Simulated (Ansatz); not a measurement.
# C2H5ClOSi: basis-set convergence

Aim: see how fast density functionals converge with the basis set for C2H5ClOSi.

Method: one geometry, several basis sets; program: Ansatz 0.2.0, Gaussian basis.

The runs, in order: PBE0-D4/def2-SVP; ωB97M-V/def2-SVP; PBE0-D4/def2-QZVPP; ωB97M-V/def2-QZVPP; the functionals' def2-TZVPP values are taken from earlier runs.

**1. Structure used throughout**

All runs share one geometry, relaxed beforehand with PBE0-D4 in a triple-zeta def2 set.

SMILES `OC1(Cl)C[SiH2]1`, 10 atoms, charge 0, spin multiplicity 1.

Atoms are counted from 1 here; the program's logs count them from 0.

Bond lengths: O1–C2 1.369 Å, O1–H6 0.966 Å, C2–Cl3 1.793 Å, C2–C4 1.532 Å, C2–Si5 1.858 Å, C4–Si5 1.865 Å, C4–H7 1.087 Å, C4–H8 1.084 Å, Si5–H9 1.477 Å, Si5–H10 1.475 Å. Angles: C2–O1–H6 108.5°, O1–C2–Cl3 113.4°, O1–C2–C4 118.0°, O1–C2–Si5 121.2°, Cl3–C2–C4 112.6°, Cl3–C2–Si5 117.3°, C4–C2–Si5 65.9°, C2–C4–Si5 65.5°, C2–C4–H7 113.7°, C2–C4–H8 117.1°, Si5–C4–H7 117.0°, Si5–C4–H8 120.9°, H7–C4–H8 113.9°, C2–Si5–C4 48.6°, C2–Si5–H9 119.0°, C2–Si5–H10 118.5°, C4–Si5–H9 118.2°, C4–Si5–H10 119.5° and more.

**2. PBE0-D4 in def2-SVP**

File in.yaml:

```yaml
crystal:
  periodic: [false, false, false]
  atoms:
    - {symbol: O, position_ang: [-0.507337, 0.656016, 1.608924]}
    - {symbol: C, position_ang: [0.297868, 0.277498, 0.568554]}
    - {symbol: Cl, position_ang: [2.044532, 0.303677, 0.974029]}
    - {symbol: C, position_ang: [-0.102562, -0.963570, -0.236034]}
    - {symbol: Si, position_ang: [-0.172585, 0.635874, -1.192935]}
    - {symbol: H, position_ang: [-0.496636, -0.043596, 2.275495]}
    - {symbol: H, position_ang: [-1.051638, -1.396394, 0.070939]}
    - {symbol: H, position_ang: [0.671925, -1.696306, -0.433523]}
    - {symbol: H, position_ang: [-1.497744, 1.223948, -1.474714]}
    - {symbol: H, position_ang: [0.897479, 0.951653, -2.157734]}
basis:
  gaussian: {orbitals: def2-SVP}
hamiltonian: {xc: pbe0, dispersion: d4}
output: {orbitals: {seedname: orbitals}}
```

Command:

```bash
> ansatz run in.yaml --threads 4 --pin off --events-out ev --progress --plain --max-ram 10444MiB
```

The runs that follow: ωB97M-V in def2-SVP; PBE0-D4 in def2-QZVPP; ωB97M-V in def2-QZVPP.

Before running them: what should the planned runs give, taken together? Wanted: PBE0-D4: double and triple zeta above quadruple; ωB97M-V: double and triple zeta above quadruple.

The runs gave:

| quantity | value |
| --- | --- |
| PBE0-D4: double and triple zeta above quadruple | 12.85, 0.87 eV |
| ωB97M-V: double and triple zeta above quadruple | 12.93, 0.83 eV |

PBE0-D4 gains 11.97 eV from double to triple zeta, then 0.87 eV more. These are total energies; as a rule much of such shifts cancels in differences, which this series doesn't test. The LUMO of ωB97M-V is positive and keeps falling with the basis (2.05 to 1.02 eV): an unbound level that the basis holds in place.
